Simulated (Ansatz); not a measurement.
**Fe: other elements on the same sites**

The task here is to estimate one member of a computed series from the others.

Computed with Ansatz 0.2.0 (DFT PBEsol, scalar-relativistic, plane waves, PAW, unless a step's input says otherwise).

### The system as given

Symmetry: Im-3m, No. 229, cubic system. Conventional cell: a = 2.786 Å, b = 2.786 Å, c = 2.786 Å, α = 90.00°, β = 90.00°, γ = 90.00°. Fe (site symmetry m-3m) has 8 Fe at 2.41 Å as nearest neighbours.

As a file:

```cif
data_structure
_symmetry_space_group_name_H-M 'Im-3m'
_symmetry_Int_Tables_number 229
_cell_length_a 2.7858
_cell_length_b 2.7858
_cell_length_c 2.7858
_cell_angle_alpha 90.000
_cell_angle_beta 90.000
_cell_angle_gamma 90.000
_cell_volume 21.62
loop_
_atom_site_label
_atom_site_type_symbol
_atom_site_symmetry_multiplicity
_atom_site_Wyckoff_symbol
_atom_site_fract_x
_atom_site_fract_y
_atom_site_fract_z
_atom_site_occupancy
Fe1 Fe 2 a 0.00000 0.00000 0.00000 1
```

It goes back to an entry of the Materials Project.

It is the result of an earlier relaxation at this level (volume 10.81 Å³/atom; gap on the mesh: none (metal), site moments up to 2.1 μB).

Set-up of the first run:

Contents of input.yaml:

```yaml
crystal:
  lattice:
    - [-1.4914141638, 1.4914141638, 1.4914141638]
    - [1.4914141638, -1.4914141638, 1.4914141638]
    - [1.4914141638, 1.4914141638, -1.4914141638]
  atoms:
    - { symbol: Ru, position: [0.0, 0.0, 0.0] }
basis:
  ecutwfc: 420
kpoints:
  mp_grid: { grid: [8, 8, 8] }
hamiltonian:
  xc: pbesol
scf:
  occupations: { method: gaussian, width: 0.1 }
output:
  forces: true
  stress: true
  eigenvalues: true
```

Among the steps run: A first look at the start (Ru); A loose first relaxation (Ru); Full relaxation (Ru).

One table of the session follows, with a row left open; its other results are not shown here.

It belongs to the step «The crystals compared». Lengths are those of the vectors of the cell that was run:

| swap | volume (Å³/atom) | a (Å) | b (Å) | c (Å) |
| --- | --- | --- | --- | --- |
| none | 10.81 | 2.413 | 2.413 | 2.413 |
| Fe → Pb | 29.89 | 3.386 | 3.386 | 3.386 |
| Fe → Os | 14.35 | 2.652 | 2.652 | 2.652 |
| Fe → Y | ? | ? | ? | ? |
| Fe → Sr | 50.54 | 4.034 | 4.034 | 4.034 |
| Fe → Cu | 11.35 | 2.452 | 2.452 | 2.452 |
| Fe → Ru | 13.75 | 2.614 | 2.614 | 2.614 |

Estimate the missing values for Fe → Y.

As computed: volume (Å³/atom): 31.34; a (Å): 3.440; b (Å): 3.440; c (Å): 3.440. In the column «volume (Å³/atom)» it lies between Fe → Pb (29.89) and Fe → Sr (50.54).

Lengths are those of the computed cell. Rows of earlier swaps come from the sessions before.
